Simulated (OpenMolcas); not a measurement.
**Pt⁷⁺: CASSCF and CASPT2 terms and fine-structure levels**

Wanted: the level scheme of Pt⁷⁺ from active-space wave functions, then second-order correlation under several settings.

Program: OpenMolcas 26.06. Level of theory: state-averaged CASSCF and CASPT2, spin-orbit coupling by RASSI with atomic mean-field integrals. These are calculated values, not measurements, unless marked.

### 1 The system

- Species: Pt⁷⁺ (platinum, Z = 78, 71 electrons)
- Basis: ANO-RCC-VQZP [9s8p6d4f2g1h], 120 functions
- Scalar Hamiltonian: DKH2, point nucleus
- Inactive shells: 1s 2s 2p 3s 3p 3d 4s 4p 4d 4f 5s 5p
- Active space: 3 electrons in 10 orbitals (5d 6d)
- Some configurations of this space: 5d³
- Orbitals: optimised for each spin and parity, averaged over all roots

The outer shells:

5d3
```
5d [↑ ][↑ ][↑ ][  ][  ]
```

The work runs as a chain of OpenMolcas steps in one folder; each step below is one input file. Labels, J, g values, rates, χT and fits are worked out afterwards by a script from the matrices that RASSI stores.

### 2 Basis and integrals

Input file a.inp:

```
&GATEWAY
Coord
1

Pt 0.0 0.0 0.0
Basis=ANO-RCC-VQZP
Group=XYZ
NoMove
AngMom=0.0 0.0 0.0
AMFI
&SEWARD
```

Command:

```bash
> OMP_NUM_THREADS=1 MOLCAS_MEM=1689 MOLCAS_PROJECT=a pymolcas a.inp > a.log
```

### 3 A small preliminary run for start orbitals

Input file a.inp:

```
&RASSCF
FileOrb=start.orb
Symmetry=1
Spin=4
nActEl=3 0 0
Inactive=15 19
Ras2=5 0
CIRoot=10 10 1
SDav=10
CIMx=300
Iter=120 100
PrWF=0.3
OrbListing=Nothing
MaxOrb=0
Atom
>>> COPY $Project.JobIph JOBPRE
```

### 4 CASSCF: quartets of even parity, 10 roots

Input file a.inp:

```
&RASSCF
FileOrb=start.orb
Symmetry=1
Spin=4
nActEl=3 0 0
Inactive=15 19
Ras2=10 0
CIRoot=10 10 1
SDav=120
CIMx=300
Iter=120 100
PrWF=0.3
OrbListing=Nothing
MaxOrb=0
Atom
>>> COPY $Project.JobIph JOB001
```

### 5 CASSCF: doublets of even parity, 40 roots

Input file a.inp:

```
&RASSCF
FileOrb=start.orb
Symmetry=1
Spin=2
nActEl=3 0 0
Inactive=15 19
Ras2=10 0
CIRoot=40 40 1
SDav=330
CIMx=300
Iter=120 100
PrWF=0.3
OrbListing=Nothing
MaxOrb=0
Atom
>>> COPY $Project.JobIph JOB002
```

### 6 RASSI: spin-orbit coupling between the states

Input file a.inp:

```
&RASSI
NrOfJobIphs=2 10 40
1 2 3 4 5 6 7 8 9 10
1 2 3 4 5 6 7 8 9 10 11 12 13 14 15 16 17 18 19 20 21 22 23 24 25 26 27
28 29 30 31 32 33 34 35 36 37 38 39 40
IphNames
JOB001
JOB002
EJob
SpinOrbit
DIPRint=1.0
SOCoupling=1000.0
Subsets=2
MEES
Property=10
'ANGMOM' 1 'ANGMOM' 2 'ANGMOM' 3 'MLTPL  1' 1 'MLTPL  1' 2 'MLTPL  1' 3
'AMFI' 1 'AMFI' 2 'AMFI' 3 'MLTPL  2' 6
SOProperty=3
'ANGMOM' 1 'ANGMOM' 2 'ANGMOM' 3
```

### 7 CASPT2: IPEA 0.25, imaginary shift 0.1 (closed shells correlated: 5s 5p)

Input file a.inp:

```
>>> COPY JOB001 $Project.JobIph
&CASPT2
Multistate=10 1 2 3 4 5 6 7 8 9 10
Frozen=14 16
IPEA=0.25
Imaginary=0.1
MaxIter=60
WThr=0.0 0.3 0.05
PrWF=0.5
NoMix
>>> COPY JOB002 $Project.JobIph
&CASPT2
Multistate=40 1 2 3 4 5 6 7 8 9 10 11 12 13 14 15 16 17 18 19 20 21 22
23 24 25 26 27 28 29 30 31 32 33 34 35 36 37 38 39 40
Frozen=14 16
IPEA=0.25
Imaginary=0.1
MaxIter=60
WThr=0.0 0.3 0.05
PrWF=0.5
NoMix
```

### 8 CASPT2: IPEA 0.25, imaginary shift 0.1 (closed shells correlated: 5s 5p), extended multistate

Input file a.inp:

```
>>> COPY JOB001 $Project.JobIph
&CASPT2
XMultistate=10 1 2 3 4 5 6 7 8 9 10
Frozen=14 16
IPEA=0.25
Imaginary=0.1
MaxIter=60
WThr=0.0 0.3 0.05
PrWF=0.5
NoMix
>>> COPY JOB002 $Project.JobIph
&CASPT2
XMultistate=40 1 2 3 4 5 6 7 8 9 10 11 12 13 14 15 16 17 18 19 20 21 22
23 24 25 26 27 28 29 30 31 32 33 34 35 36 37 38 39 40
Frozen=14 16
IPEA=0.25
Imaginary=0.1
MaxIter=60
WThr=0.0 0.3 0.05
PrWF=0.5
NoMix
```

(Steps that only read results are left out.)

What does the calculation give? Wanted: lowest level; first excited level; lowest level of another term; spin-orbit lowering of the lowest level; strongest of the lines computed, by gA.

As calculated:

| quantity | value |
| --- | --- |
| method | SS-CASPT2, IPEA 0.25, imaginary shift 0.1 (closed shells correlated: 5s 5p) |
| lowest level | 5d³ ⁴F_3/2, 77 % of that term, g = 0.520 |
| ground level listed by NIST | 4F3/2 |
| first excited level | 5d³ ⁴F_5/2 at 9890 cm⁻¹ |
| lowest level of another term | 5d³ ⁴P_3/2 at 18820 cm⁻¹ |
| spin-orbit lowering of the lowest level | 20157 cm⁻¹ |
| strongest of the lines computed, by gA (one parity, so forbidden lines), at CASSCF energies | 5d³ ²G_9/2 → 5d³ ²G_7/2, 497.1 nm, A = 7.81e+01 s⁻¹ |

Cost and accuracy by method:

```csv
method,time of its own steps,time with the reference,mean absolute difference from method B (cm-1)
A. CASSCF,27 s,27 s,2400
"B. SS-CASPT2, IPEA 0.25, imaginary shift 0.1, +5s 5p",6.9 min,7.3 min,0
"C. XMS-CASPT2, IPEA 0.25, imaginary shift 0.1, +5s 5p",6.6 min,7 min,170
```

Times are of one thread on a shared host.

The multiplet ⁴F is regular; its intervals divided by the larger J differ by 140 % of their mean, where Landé's rule for pure LS coupling makes them equal. Second-order correlation (method B) scales the levels of the lowest configuration above 5000 cm⁻¹ by 0.91 to 1.06. Only the configurations of the active space and the roots asked for are present. The lowest level holds only 77 % of its leading term, so the LS label is a loose one. Not all states of the active space went into the spin-orbit step. CASPT2 does not keep the components of a term degenerate, and the means are used. The levels of the extra active shells were not computed. Levels of other configurations are missing from the list.
